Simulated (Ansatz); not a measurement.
# Ti3Se (P-6m2) in Ansatz: convergence with wavefunction cutoff

Aim: find how far wavefunction cutoff must go before the results for Ti3Se settle, at PBE. This setting moves, with any that are tied to it; all else stays.

All numbers are computed with Ansatz 0.2.0; they aren't measurements. Logs are shortened: lines on timing, memory, paths and dates and some standing lists are left out, and cuts for length are marked.

### 1 The structure

The structure is hexagonal, space group P-6m2 (No. 187). Conventional cell: a = 3.197 Å, b = 3.197 Å, c = 7.943 Å, α = 90.00°, β = 90.00°, γ = 120.00°. Se (site symmetry -6m2) has 6 Ti at 2.58 Å as nearest neighbours. Around Ti (site symmetry -6m2) lie 12 Ti at 2.85 to 3.20 Å. Ti (site symmetry 3m) is surrounded by 3 Se at 2.58 Å and 3 Ti at 2.85 Å.

The cell comes from a database or a generator and needn't be the stable form of this composition.

### 2 With wavefunction cutoff 200 eV

Contents of input.yaml:

```yaml
crystal:
  lattice:
    - [3.1974455988, 0.0, 0.0]
    - [-1.5987227994, 2.7690691158, 0.0]
    - [0.0, 0.0, 7.942745]
  atoms:
    - { symbol: Se, position: [0.0, 0.0, 0.0] }
    - { symbol: Ti, position: [0.6666666667, 0.3333333333, 0.5] }
    - { symbol: Ti, position: [0.3333333333, 0.6666666667, 0.772902] }
    - { symbol: Ti, position: [0.3333333333, 0.6666666667, 0.227098] }
hamiltonian:
  xc: pbe
  pseudopotentials: { kind: paw_fr }
magnetization:
  noncollinear: true
  spin_orbit: true
kpoints:
  mp_grid: { grid: [8, 8, 3] }
scf:
  occupations: { method: cold, width: 0.05 }
output:
  forces: true
  stress: true
  eigenvalues: true
basis:
  ecutwfc: "200 eV"
```

Potentials or basis: Ansatz PAW.

On the command line:

```bash
$ ansatz run input.yaml --threads 2 --pin off --max-ram 5632MiB --backend cpu --events-out ev --progress --plain --runs-dir out
```

Output:

```text
Warning: basis.ecutwfc = 200 eV is below the records' recommended 420 eV, and the density's cutoff is lower with it unless basis.ecutrho_ratio is high enough to keep the records' density cutoff: compare with a run at a higher cutoff
Warning: RAYON_NUM_THREADS=2 ignored (pool sized by the plan → 2); use --threads N
Engine: ansatz 0.2.0, aarch64-unknown-linux-gnu
Pseudopotentials: kind: paw_fr
Pseudopotential: Se, paw_fr, valence charge 16, recommended cutoff 420 eV (normal), Se.paw.azcp#standard-fr
Pseudopotential: Ti, paw_fr, valence charge 12, recommended cutoff 420 eV (normal), Ti.paw.azcp#standard-fr
[... 65 lines left out ...]
--- Forces (eV/Å), atoms counted from 1 ---
  atom   1  Se     0.00000000     0.00000000     0.00000000
  atom   2  Ti     0.00000000     0.00000000     0.00000000
  atom   3  Ti     0.00000000     0.00000000     0.33702541
  atom   4  Ti     0.00000000     0.00000000    -0.33702541
  max |Σ_I F_I| component: 1.39e-17 eV/Å
--- Stress (GPa, compression-positive) ---
       -4.785360       0.000000       0.000000
        0.000000      -4.785360       0.000000
        0.000000       0.000000       3.756735
  P = ⅓ Tr σ = -1.9380 GPa (-19.380 kbar)
--- Band table (eV; the first three rows and the last of 20) ---
  k-point 0: bands = ["-45.4529", "-45.4529", "-45.4369", "-45.4369", "-45.2871", "-45.2871", "-38.7846", "-38.7846", "-38.7528", "-38.7528", "-37.8603", "-37.8603", "-37.8459", "-37.8459", "-37.8142", "-37.8142", "-21.6624", "-21.6624", "-21.5370", "-21.5370", "-21.2482", "-21.2482", "-21.0294", "-21.0294", "-20.9017", "-20.9017", "-20.8658", "-20.8658", "-20.7923", "-20.7923", "-20.6141", "-20.6141", "-20.4926", "-20.4926", "-2.2030", "-2.2030", "6.8580", "6.8580", "8.5865", "8.5865", "11.0672", "11.0672", "11.8597", "11.8597", "12.0512", "12.0512", "13.1832", "13.1832", "13.2353", "13.2353", "13.2553", "13.2553", "13.3586", "13.3586", "13.3814", "13.3814", "14.2590", "14.2590", "14.5922", "14.5922", "14.6240", "14.6240", "14.6290", "14.6290"]
  k-point 1: bands = ["-45.4493", "-45.4493", "-45.4385", "-45.4385", "-45.2854", "-45.2854", "-38.7366", "-38.7366", "-38.7330", "-38.7328", "-37.8183", "-37.8183", "-37.8095", "-37.8095", "-37.7879", "-37.7877", "-21.6065", "-21.6065", "-21.5023", "-21.5023", "-21.1394", "-21.1394", "-20.9707", "-20.9707", "-20.8653", "-20.8653", "-20.8239", "-20.8239", "-20.7419", "-20.7419", "-20.4789", "-20.4789", "-20.4026", "-20.4026", "-2.1922", "-2.1922", "6.6155", "6.6155", "9.2381", "9.2381", "10.8409", "10.8409", "11.8302", "11.8302", "12.0064", "12.0072", "12.7747", "12.7747", "13.4851", "13.4857", "13.5082", "13.5082", "13.8071", "13.8187", "13.8218", "13.8218", "13.8869", "13.8869", "14.4999", "14.4999", "14.5097", "14.5333", "14.5466", "14.5466"]
  k-point 2: bands = ["-45.4454", "-45.4454", "-45.4312", "-45.4312", "-45.2836", "-45.2836", "-38.7290", "-38.7290", "-38.6904", "-38.6904", "-37.8054", "-37.8054", "-37.7822", "-37.7822", "-37.7532", "-37.7532", "-21.5393", "-21.5393", "-21.4496", "-21.4496", "-21.1751", "-21.1751", "-20.9179", "-20.9179", "-20.7986", "-20.7986", "-20.7505", "-20.7505", "-20.7017", "-20.7017", "-20.4815", "-20.4815", "-20.3557", "-20.3557", "-1.9950", "-1.9950", "7.1033", "7.1033", "8.8777", "8.8777", "10.9928", "10.9928", "11.3486", "11.3486", "11.8122", "11.8122", "12.8482", "12.8482", "13.3088", "13.3088", "13.4342", "13.4342", "13.5448", "13.5448", "13.7472", "13.7472", "14.1623", "14.1623", "14.5697", "14.5697", "14.7278", "14.7278", "14.9361", "14.9361"]
  k-point 19: bands = ["-45.4108", "-45.4108", "-45.4090", "-45.4090", "-45.2747", "-45.2747", "-38.7058", "-38.7030", "-38.6959", "-38.6954", "-37.7798", "-37.7779", "-37.7750", "-37.7724", "-37.7593", "-37.7578", "-21.4636", "-21.4567", "-21.4422", "-21.4303", "-21.3045", "-21.2829", "-20.8483", "-20.8319", "-20.8126", "-20.7947", "-20.7386", "-20.7144", "-20.6979", "-20.6759", "-20.5629", "-20.5456", "-20.5110", "-20.4824", "-0.1527", "-0.1475", "7.0504", "7.0660", "8.3425", "8.3760", "8.7721", "8.7845", "11.8708", "11.8757", "12.0265", "12.0300", "12.1890", "12.1930", "12.3943", "12.3973", "13.1799", "13.1819", "13.3705", "13.3710", "13.5346", "13.5399", "14.7421", "14.7686", "15.0648", "15.0859", "15.5388", "15.5550", "15.8487", "15.8703"]
```

Wall time 6.9 s (2 threads of Arm Neoverse V2, shared host); peak memory 0.5 GiB.

Results:

| Quantity | Value |
| --- | --- |
| Free energy | -12951.2491 eV |
| Pressure | -1.9 GPa |
| Largest force | 0.337 eV/Å |
| Band gap on the k mesh | none (metal or under the smearing width) |

### 3 With wavefunction cutoff 250 eV

Changes to input.yaml since step 2:

```diff
@@ -25,2 +25,2 @@
 basis:
-  ecutwfc: "200 eV"
+  ecutwfc: "250 eV"
```

Potentials or basis: Ansatz PAW.

On the command line:

```bash
$ ansatz run input.yaml --threads 2 --pin off --max-ram 5632MiB --backend cpu --events-out ev --progress --plain --runs-dir out
```

Wall time 9.8 s (2 threads of Arm Neoverse V2, shared host); peak memory 0.53 GiB.

Results:

```yaml
Free_energy: -12966.9136 eV
Pressure: -0.6 GPa
Largest_force: 0.011 eV/Å
Band_gap_on_the_k_mesh: none (metal or under the smearing width)
```

### 4 With wavefunction cutoff 300 eV

Changes to input.yaml since step 3:

```diff
@@ -25,2 +25,2 @@
 basis:
-  ecutwfc: "250 eV"
+  ecutwfc: "300 eV"
```

On the command line:

```bash
$ ansatz run input.yaml --threads 2 --pin off --max-ram 5632MiB --backend cpu --events-out ev --progress --plain --runs-dir out
```

Wall time 12 s (2 threads of Arm Neoverse V2, shared host); peak memory 0.57 GiB.

What came out:

* Free energy: -12969.9127 eV
* Pressure: 0.3 GPa
* Largest force: 0.016 eV/Å
* Band gap on the k mesh: none (metal or under the smearing width)

### 5 With wavefunction cutoff 350 eV

Changes to input.yaml since step 4:

```diff
@@ -25,2 +25,2 @@
 basis:
-  ecutwfc: "300 eV"
+  ecutwfc: "350 eV"
```

On the command line:

```bash
$ ansatz run input.yaml --threads 2 --pin off --max-ram 5632MiB --backend cpu --events-out ev --progress --plain --runs-dir out
```

It took 16 s on 2 threads of Arm Neoverse V2, shared host; peak memory 0.6 GiB.

What came out:

| Property | Result |
| --- | --- |
| Free energy | -12970.2996 eV |
| Pressure | 0.2 GPa |
| Largest force | 0.019 eV/Å |
| Band gap on the k mesh | none (metal or under the smearing width) |

### 6 With wavefunction cutoff 400 eV

Changes to input.yaml since step 5:

```diff
@@ -25,2 +25,2 @@
 basis:
-  ecutwfc: "350 eV"
+  ecutwfc: "400 eV"
```

Potentials or basis: Ansatz PAW.

On the command line:

```bash
$ ansatz run input.yaml --threads 2 --pin off --max-ram 5632MiB --backend cpu --events-out ev --progress --plain --runs-dir out
```

Run time: 20 s. Hardware: 2 threads of Arm Neoverse V2, shared host; peak memory 0.66 GiB.

The run converged. Its results:

```yaml
Free_energy: -12970.3230 eV
Pressure: 0.2 GPa
Largest_force: 0.019 eV/Å
Band_gap_on_the_k_mesh: none (metal or under the smearing width)
```

### 7 With wavefunction cutoff 450 eV

Changes to input.yaml since step 6:

```diff
@@ -25,2 +25,2 @@
 basis:
-  ecutwfc: "400 eV"
+  ecutwfc: "450 eV"
```

On the command line:

```bash
$ ansatz run input.yaml --threads 2 --pin off --max-ram 5632MiB --backend cpu --events-out ev --progress --plain --runs-dir out
```

Wall time 22 s (2 threads of Arm Neoverse V2, shared host); peak memory 0.7 GiB.

Results (log left out):

```
Free energy            : -12970.3246 eV
Pressure               : 0.2 GPa
Largest force          : 0.019 eV/Å
Band gap on the k mesh : none (metal or under the smearing width)
```

### 8 With wavefunction cutoff 500 eV

Changes to input.yaml since step 7:

```diff
@@ -25,2 +25,2 @@
 basis:
-  ecutwfc: "450 eV"
+  ecutwfc: "500 eV"
```

On the command line:

```bash
$ ansatz run input.yaml --threads 2 --pin off --max-ram 5632MiB --backend cpu --events-out ev --progress --plain --runs-dir out
```

Run time: 24 s. Hardware: 2 threads of Arm Neoverse V2, shared host; peak memory 0.75 GiB.

It converged, with:

| Item | Value |
| --- | --- |
| Free energy | -12970.3266 eV |
| Pressure | 0.2 GPa |
| Largest force | 0.019 eV/Å |
| Band gap on the k mesh | none (metal or under the smearing width) |

### 9 With wavefunction cutoff 600 eV

Changes to input.yaml since step 8:

```diff
@@ -25,2 +25,2 @@
 basis:
-  ecutwfc: "500 eV"
+  ecutwfc: "600 eV"
```

Potentials or basis: Ansatz PAW.

On the command line:

```bash
$ ansatz run input.yaml --threads 2 --pin off --max-ram 5632MiB --backend cpu --events-out ev --progress --plain --runs-dir out
```

It took 30 s on 2 threads of Arm Neoverse V2, shared host; peak memory 0.86 GiB.

It converged, with:

```yaml
Free_energy: -12970.3281 eV
Pressure: 0.2 GPa
Largest_force: 0.020 eV/Å
Band_gap_on_the_k_mesh: none (metal or under the smearing width)
```

### 10 With wavefunction cutoff 800 eV

Changes to input.yaml since step 9:

```diff
@@ -25,2 +25,2 @@
 basis:
-  ecutwfc: "600 eV"
+  ecutwfc: "800 eV"
```

On the command line:

```bash
$ ansatz run input.yaml --threads 2 --pin off --max-ram 5632MiB --backend cpu --events-out ev --progress --plain --runs-dir out
```

Run time: 49 s. Hardware: 2 threads of Arm Neoverse V2, shared host; peak memory 1.1 GiB.

The run converged. Its results:

```yaml
Free_energy: -12970.3290 eV
Pressure: 0.2 GPa
Largest_force: 0.020 eV/Å
Band_gap_on_the_k_mesh: none (metal or under the smearing width)
```

### 11 Result

```tsv
wavefunction cutoff	energy less the tightest run, at zero smearing (meV/atom)	pressure (GPa)	largest force (eV/Å)	SCF cycles	CPU time (s)	peak memory (GiB)
200 eV	4769.93	-1.94	0.337	11	13	0.5
250 eV	853.94	-0.58	0.011	13	19	0.53
300 eV	104.07	0.33	0.016	13	24	0.57
350 eV	7.37	0.19	0.019	13	31	0.6
400 eV	1.50	0.18	0.019	14	40	0.66
450 eV	1.10	0.18	0.019	14	43	0.7
500 eV	0.60	0.18	0.019	14	48	0.75
600 eV	0.24	0.17	0.020	14	60	0.86
800 eV	0.00	0.17	0.020	14	98	1.1
```

Against the tightest run, the energy stays within 1 meV/atom from 500 eV on; the pressure stays within 0.1 GPa from 350 eV on; the largest force stays within 0.005 eV/Å from 300 eV on. The tightest run that finished is the yardstick and may itself not be fully converged.
